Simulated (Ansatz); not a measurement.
Relaxation of a periodic cell of 17 atoms, Li (host Li, host structure bcc, interstitial Li), to a largest force component of 0.03 eV/Å in at most 60 steps.

All numbers below come from DFT PBEsol, scalar-relativistic, plane waves, PAW in Ansatz. Settings: cutoff 420 eV, k mesh 3x3x3, gaussian smearing 0.15 eV, no spin polarisation.

```xyz
17
Lattice="6.9800 0.0000 0.0000 0.0000 6.9800 0.0000 0.0000 0.0000 6.9800" Properties=species:S:1:pos:R:3:forces:R:3
Li 0.000 0.000 0.000 0.72 -1.35 -0.01
Li 3.490 0.000 0.000 0.08 0.05 0.00
Li 0.000 3.490 0.000 0.99 1.75 -0.02
Li 0.000 0.000 3.490 -0.04 0.10 0.00
Li 1.745 1.745 1.745 -0.06 0.00 -0.03
Li 3.490 3.490 0.000 0.06 -0.02 0.00
Li 3.490 0.000 3.490 0.01 -0.04 0.00
Li 5.235 1.745 1.745 -0.87 -0.08 1.54
Li 0.000 3.490 3.490 -0.04 -0.09 0.00
Li 1.745 5.235 1.745 -0.02 -0.01 0.03
Li 1.745 1.745 5.235 -0.07 0.00 0.03
Li 3.490 3.490 3.490 0.03 0.03 0.00
Li 5.235 5.235 1.745 0.04 -0.02 -0.09
Li 5.235 1.745 5.235 -0.82 -0.07 -1.47
Li 1.745 5.235 5.235 -0.02 -0.01 -0.03
Li 5.235 5.235 5.235 0.04 -0.02 0.09
Li 6.118 1.824 0.015 -0.03 -0.24 -0.04
```

**Question.** Where does it end, and by what steps?

**Answer.** It converged. The force dipped under the threshold on the way, but the program's further checks kept it going. Limits of this set-up: coarse k mesh, a small cell, in which the defect meets its images, a typed lattice constant that wasn't relaxed here. After 12 steps the energy has fallen by 1.731 eV; Li17 moved furthest, 1.03 Å. Joined: Li2–Li7 (3.49 → 3.06 Å), Li3–Li6 (3.49 → 2.78 Å), Li5–Li8 (3.49 → 2.77 Å), Li9–Li17 (3.95 → 2.91 Å), Li11–Li15 (3.49 → 3.04 Å), Li13–Li17 (3.93 → 2.90 Å).

```
step  energy less start (eV)  largest force component (eV/Å)  accepted
   0                  0.0000                           1.753       yes
   1                 -0.9292                           1.086       yes
   2                 -1.4180                           0.439       yes
   3                 -1.5639                           0.079       yes
   4                 -1.5912                           0.052       yes
   5                 -1.6089                           0.097       yes
   6                 -1.6284                           0.106       yes
   7                 -1.6726                           0.056       yes
   8                 -1.7042                           0.050       yes
   9                 -1.7229                           0.047       yes
  10                 -1.7309                           0.012       yes
  11                 -1.7309                           0.012       yes
  12                 -1.7314                           0.013       yes
```

```xyz
17
Lattice="6.9800 0.0000 0.0000 0.0000 6.9800 0.0000 0.0000 0.0000 6.9800" Properties=species:S:1:pos:R:3
Li -0.118 -0.101 0.006
Li 3.543 -0.128 -0.150
Li 0.768 3.912 -0.387
Li -0.187 0.075 3.261
Li 1.749 1.625 1.678
Li 3.495 3.472 -0.114
Li 3.640 -0.325 3.779
Li 4.475 1.373 2.126
Li 0.045 3.420 3.382
Li 1.857 5.342 1.785
Li 1.714 1.587 5.164
Li 3.356 3.516 3.600
Li 5.217 5.111 1.724
Li 5.318 1.753 5.146
Li 1.583 5.545 4.873
Li 5.422 4.996 5.256
Li 6.120 2.531 0.766
```

Whether the end is a true minimum wasn't checked by a vibrational analysis.

Run time: 76 s on 2 threads of Arm Neoverse V1, with other jobs on the host, peak memory 0.53 GiB.
